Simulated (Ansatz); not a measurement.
# Al: a tetragonal deformation path

An exercise on one series of results from a longer session: the logs are not shown, and one member is left open.

Program: Ansatz 0.2.0. Level of theory: DFT LDA, scalar-relativistic, plane waves, PAW. These are calculated values, not measurements.

**The system as given**

It takes space group Fm-3m (No. 225, cubic). Conventional cell: a = 4.048 Å, b = 4.048 Å, c = 4.048 Å, α = 90.00°, β = 90.00°, γ = 90.00°. Al (site symmetry m-3m) is surrounded by 12 Al at 2.86 Å.

Structure file:

```cif
data_structure
_symmetry_space_group_name_H-M 'P 1'
_symmetry_Int_Tables_number 1
_cell_length_a 2.8623
_cell_length_b 2.8623
_cell_length_c 2.8623
_cell_angle_alpha 60.000
_cell_angle_beta 60.000
_cell_angle_gamma 60.000
_cell_volume 16.58
loop_
_atom_site_label
_atom_site_type_symbol
_atom_site_fract_x
_atom_site_fract_y
_atom_site_fract_z
_atom_site_occupancy
Al1 Al 0.00000 0.00000 0.00000 1
```

No relaxation comes first: the listed cell is the starting point.

Set-up of the first run:

File input.yaml:

```yaml
crystal:
  lattice:
    - [0.0, 2.02398, 2.02398]
    - [2.02398, 0.0, 2.02398]
    - [2.02398, 2.02398, 0.0]
  atoms:
    - { symbol: Al, position: [0.0, 0.0, 0.0] }
basis:
  ecutwfc: 420
kpoints:
  mp_grid: { grid: [22, 22, 22] }
hamiltonian:
  xc: lda
scf:
  occupations: { method: gaussian, width: 0.15 }
output:
  forces: true
  stress: true
  eigenvalues: true
```

Among the steps run: The undisturbed cell; Point ρ = 0.707; ρ = 1.414; Point ρ = 0.850; Point ρ = 1.200; At ρ = 0.780; At ρ = 1.300; At ρ = 0.920; Point ρ = 1.100; At ρ = 0.650; At ρ = 1.500; ρ = 0.960; ρ = 1.050.

One table of the session follows, with a row left open; its other results are not shown here.

It belongs to the step «The scan collected». Collected from the runs (energy zero: the undisturbed cell):

| ρ | ΔE (meV/atom) | pressure (GPa) |
| --- | --- | --- |
| 0.650 | 86.5 | -1.7 |
| 0.707 | 93.1 | -1.6 |
| 0.780 | 80.4 | -1.8 |
| 0.850 | 42.9 | -2.4 |
| 0.920 | 12.7 | -3.2 |
| 0.960 | ? | ? |
| 1.000 | 0.0 | -3.6 |
| 1.050 | 5.1 | -3.5 |
| 1.100 | 16.4 | -3.0 |
| 1.200 | 63.2 | -1.1 |
| 1.300 | 141.5 | 1.7 |
| 1.414 | 269.6 | 5.6 |
| 1.500 | 388.7 | 8.9 |

**Question.** Estimate the row for ρ = 0.960.

Worked estimate for «ΔE (meV/atom)». A straight line through the neighbours (0.920, 12.7) and (1.000, 0.0) gives 12.7 + (0.0 − 12.7) × (0.960 − 0.920) / (1.000 − 0.920) = 6.4; a parabola fitted to 4 rows on both sides gives 3.3.

**Answer.** ΔE (meV/atom): 3.4; pressure (GPa): -3.5. In «ΔE (meV/atom)» the line misses by +3.0 and the parabola by -0.1.
